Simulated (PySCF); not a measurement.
# EuH6N2 (Eu(NH3)23+): the cost of one run

The runs use PySCF 2.14.0; PBE, Eu lcecp-1-SVP with ECP52, N def2-SVP, H def2-SVP; scalar-relativistic core potentials, no spin–orbit coupling.

2 further runs of the same task are left out: 1 for a known fault of the program, 1 set aside as unsound or not needed.

## Step 1: The system as given

9 atoms, charge 3, spin multiplicity 1.

Bond lengths: Eu1–N2 2.408 Å, Eu1–N6 2.408 Å, N2–H3 1.050 Å, N2–H4 1.051 Å, N2–H5 1.051 Å, N6–H7 1.051 Å, N6–H8 1.051 Å, N6–H9 1.050 Å. Angles: N2–Eu1–N6 111.1°, Eu1–N2–H3 116.8°, Eu1–N2–H4 115.9°, Eu1–N2–H5 114.7°, H3–N2–H4 102.6°, H3–N2–H5 102.6°, H4–N2–H5 102.3°, Eu1–N6–H7 116.0°, Eu1–N6–H8 114.7°, Eu1–N6–H9 116.7°, H7–N6–H8 102.3°, H7–N6–H9 102.5°, H8–N6–H9 102.6°.

Coordinates:

```xyz
9
EuH6N2
Eu   -0.63383   -0.98272    0.00007
N     0.10438    0.16121    1.98603
H     1.00188    0.70198    1.91481
H    -0.56126    0.87344    2.37936
H     0.27819   -0.46378    2.81328
N     0.10215    0.16214   -1.98622
H     1.06585   -0.08186   -2.32818
H    -0.48909   -0.01257   -2.83770
H     0.13471    1.21069   -1.94146
```

Formal oxidation states: Eu +3. Each metal's 6 4f electrons lie in its core potential, so multiplicities, spins and levels count the valence alone. An earlier session relaxed this geometry at PBE, Eu lcecp-1-SVP with ECP52, N def2-SVP, H def2-SVP (singlet, point group C1).

Its energy there is -147.061883 Eh.

## Step 2: Atoms moved at random, σ = 0.03 Å

File run.py (the lines that set the calculation):

```python
mol = gto.M(atom='''
Eu    -0.56841    -0.94267    -0.01427
N      0.09897     0.11330     2.00585
H      0.97402     0.70960     1.93045
H     -0.61648     0.92229     2.34760
H      0.27938    -0.47862     2.83140
N      0.07761     0.11838    -2.01040
H      1.05573    -0.04624    -2.32852
H     -0.41702    -0.04401    -2.81518
H      0.11919     1.21650    -1.94694''',
    basis={'Eu': 'lcecp-1-SVP', 'N': 'def2-SVP', 'H': 'def2-SVP'},
    ecp={'Eu': 'lcecp-1-SVP'},
    charge=3, spin=0)
mf = dft.RKS(mol, xc='PBE')
mf.grids.atom_grid = (50, 194)  # f atoms: unpruned, at least (60, 302)
mf = mf.density_fit()  # fitting sets: Eu AutoAux, N def2-universal-JKFIT, H def2-universal-JKFIT
mf.conv_tol = 1e-08; mf.max_cycle = 55
mf.kernel(dm0)  # dm0: the density of the relaxed state
```

On the command line:

```
> OMP_NUM_THREADS=2 python run.py
```

**Question.** How long does this run take on 2 threads of Arm Neoverse V2, shared host?

About 3.2 s.
